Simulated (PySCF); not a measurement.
# Cr+: interval between two levels with spin-orbit coupling

Aim: the interval between two levels of chromium from differences of total energies, at each level of theory, and how far each lands from the tabulated value where there is one.

Program: PySCF 2.14.0. Level of theory: two-component X2C-1e, generalised determinants. These are calculated values, not measurements, unless marked.

### Step 1. The system

| Item | Value |
| --- | --- |
| Element | chromium (Z = 24) |
| Basis | x2c-SVPall-2c with one added diffuse shell each of s, d type (6s5p4d1f, 48 functions) |
| Hamiltonian | two-component X2C-1e, Gaussian nucleus, no Breit or QED terms; spin-orbit coupling, run by run: off; screened by Boettger's factors |
| Core shells frozen in the correlated runs | [Ne] (for Cr+) |
| State 1 | Cr+ 3d4 4p1 6F11/2: [Ar] 3d4 4p1; 3d5/2 filled at m_j = -1/2, +1/2, +3/2, +5/2; 4p3/2 filled at m_j = +3/2 |
| Needed too, but not shown | Cr+ [Ar] 3d5 (6S) |
| Methods | GHF, GMP2 |

The outer shells:

Cr+ [Ar] 3d4 4p1
```
[Ar] core
3d [↑ ][↑ ][↑ ][↑ ][  ]
4p [↑ ][  ][  ]
```

A driver program built on PySCF's X2C-1e integrals ran all steps in one process from the settings above; there is no separate input file.

The driver's launch:

```
OMP_NUM_THREADS=1 python sorun2.py TASK.json OUT
```

The integrals over 48 functions and the set-up took 0.48 s of CPU time.

### Step 2. Cr+ 3d4 4p1 6F11/2, method by method

#### GHF (spin-free)

What it wrote:

```text
cycle= 1 E= -1049.0056797575  delta_E= -1.05e+03  |FDS-SDF|= 0.0574
cycle= 2 E= -1049.0763274840  delta_E= -0.0706  |FDS-SDF|= 0.0167
cycle= 3 E= -1049.0808019565  delta_E= -0.00447  |FDS-SDF|= 0.00321
cycle= 4 E= -1049.0810229921  delta_E= -0.000221  |FDS-SDF|= 0.00042
cycle= 5 E= -1049.0810321423  delta_E= -9.15e-06  |FDS-SDF|= 0.000191
cycle= 6 E= -1049.0810363443  delta_E= -4.2e-06  |FDS-SDF|= 8.88e-05
cycle= 7 E= -1049.0810375274  delta_E= -1.18e-06  |FDS-SDF|= 5.39e-06
cycle= 8 E= -1049.0810375293  delta_E= -1.89e-09  |FDS-SDF|= 9.8e-07
cycle= 9 E= -1049.0810375293  delta_E= -4.37e-11  |FDS-SDF|= 1.1e-07
```

Time after the integrals: 0.31 s (1 thread of Neoverse-V2, shared host).

Occupied spinors (without spin-orbit coupling the j labels only name the start):

```
spinor shell  electrons  mean energy (eV)  weight of the nominal j  rms radius (bohr)
       1s1/2          2           -6054.1                    1.000             0.0735
       2s1/2          2           -737.06                    1.000              0.316
       2p3/2          4           -618.71                    0.833              0.287
       2p1/2          2           -618.48                    0.667              0.287
       3s1/2          2           -104.90                    1.000              0.965
       3p3/2          4           -70.349                    0.833               1.04
       3p1/2          2           -68.852                    0.667               1.04
       3d5/2          4           -23.686                    0.700               1.37
       4p3/2          1            -9.819                    1.000               3.32
```

M_J = 11/2, ⟨J²⟩ = 35.757, ⟨L²⟩ = 12.006, ⟨S²⟩ = 8.750.

#### GMP2 (spin-free)

This step left no log, only its results.

It took 0.11 s on 1 thread of Neoverse-V2, shared host, the integrals not counted.

With 13 electrons correlated and 6 very high virtual spinors dropped, the MP2 correlation energy is -0.20014 hartree. Largest pairs: 3d5/2-3p3/2 -0.0473, 3p1/2-3p3/2 -0.0345, 3d5/2-3p1/2 -0.0268, 3p3/2-3p3/2 -0.0238, 3d5/2-3d5/2 -0.0232.

#### GHF (screened spin-orbit)

What it wrote:

```text
cycle= 1 E= -1049.0119487162  delta_E= -1.05e+03  |FDS-SDF|= 0.0573
cycle= 2 E= -1049.0823814347  delta_E= -0.0704  |FDS-SDF|= 0.0167
cycle= 3 E= -1049.0868411948  delta_E= -0.00446  |FDS-SDF|= 0.00322
cycle= 4 E= -1049.0870675669  delta_E= -0.000226  |FDS-SDF|= 0.000492
cycle= 5 E= -1049.0870808983  delta_E= -1.33e-05  |FDS-SDF|= 0.000292
cycle= 6 E= -1049.0870905977  delta_E= -9.7e-06  |FDS-SDF|= 0.000184
cycle= 7 E= -1049.0870962829  delta_E= -5.69e-06  |FDS-SDF|= 9.42e-05
cycle= 8 E= -1049.0870979205  delta_E= -1.64e-06  |FDS-SDF|= 4.7e-05
cycle= 9 E= -1049.0870984041  delta_E= -4.84e-07  |FDS-SDF|= 1.13e-05
cycle= 10 E= -1049.0870984162  delta_E= -1.2e-08  |FDS-SDF|= 8.25e-06
cycle= 11 E= -1049.0870984262  delta_E= -1.01e-08  |FDS-SDF|= 5.07e-06
cycle= 12 E= -1049.0870984314  delta_E= -5.15e-09  |FDS-SDF|= 2.12e-06
cycle= 13 E= -1049.0870984319  delta_E= -4.77e-10  |FDS-SDF|= 1.69e-06
```

It took 0.4 s on 1 thread of Neoverse-V2, shared host, the integrals not counted.

The outer occupied spinors:

```
spinor shell  electrons  mean energy (eV)  weight of the nominal j  rms radius (bohr)
       2s1/2          2           -737.06                    1.000              0.316
       2p1/2          2           -624.57                    0.986              0.285
       2p3/2          4           -615.72                    0.993              0.288
       3s1/2          2           -104.90                    1.000              0.965
       3p3/2          4           -70.170                    0.833               1.04
       3p1/2          2           -69.228                    0.666               1.04
       3d5/2          4           -23.679                    0.693               1.37
       4p3/2          1            -9.794                    1.000               3.32
```

M_J = 11/2, ⟨J²⟩ = 35.756, ⟨L²⟩ = 12.009, ⟨S²⟩ = 8.749. Rows whose weight is well below 1 mix j = l ± 1/2: exchange competes with spin-orbit coupling there.

#### GMP2 (screened spin-orbit)

The driver printed no log here.

Time after the integrals: 0.11 s (1 thread of Neoverse-V2, shared host).

With 13 electrons correlated and 6 very high virtual spinors dropped, the MP2 correlation energy is -0.20012 hartree. Largest pairs: 3d5/2-3p3/2 -0.0473, 3p1/2-3p3/2 -0.0346, 3d5/2-3p1/2 -0.0267, 3p3/2-3p3/2 -0.0238, 3d5/2-3d5/2 -0.0232.

### Step 3. The energy differences

Interval between two levels: Cr+ [Ar] 3d5 [3d5/2^5, M_J = 5/2] → Cr+ [Ar] 3d4 4p1 [3d5/2^4 4p3/2^1, M_J = 11/2].

| method | value (eV) | error (eV) |
| --- | --- | --- |
| GHF (spin-free) | 5.304 | -0.616 |
| GMP2 (spin-free) | 5.861 | -0.060 |
| GHF (screened spin-orbit) | 5.361 | -0.560 |
| GMP2 (screened spin-orbit) | 5.918 | -0.003 |

Reference: 5.920 eV (measured; NIST Handbook of Basic Atomic Spectroscopic Data (Sansonetti and Martin, J. Phys. Chem. Ref. Data 34, 1559 (2005))).

The differences also use runs on Cr+ [Ar] 3d5 (6S), which are not shown here.

### Step 4. Results

```
                                         quantity                                                                        value
interval between two levels, Cr+ → 3d4 4p1 6F11/2  GHF (spin-free) 5.304, GMP2 (screened spin-orbit) 5.918 eV; reference 5.920
```

Accuracy by level (over 1 difference):

```
                    method  mean absolute miss against the measured value (with the measured fine structure taken into account where it is known) (eV)
           GHF (spin-free)                                                                                                                       0.616
          GMP2 (spin-free)                                                                                                                       0.060
 GHF (screened spin-orbit)                                                                                                                       0.560
GMP2 (screened spin-orbit)                                                                                                                       0.003
```

GMP2 (screened spin-orbit) lands nearest to the measured value (off by 0.00 eV); GHF (spin-free) misses by most (0.62 eV). Spin-orbit coupling moves the difference by +0.057 eV at GMP2. The basis is finite, and no extrapolation was made.
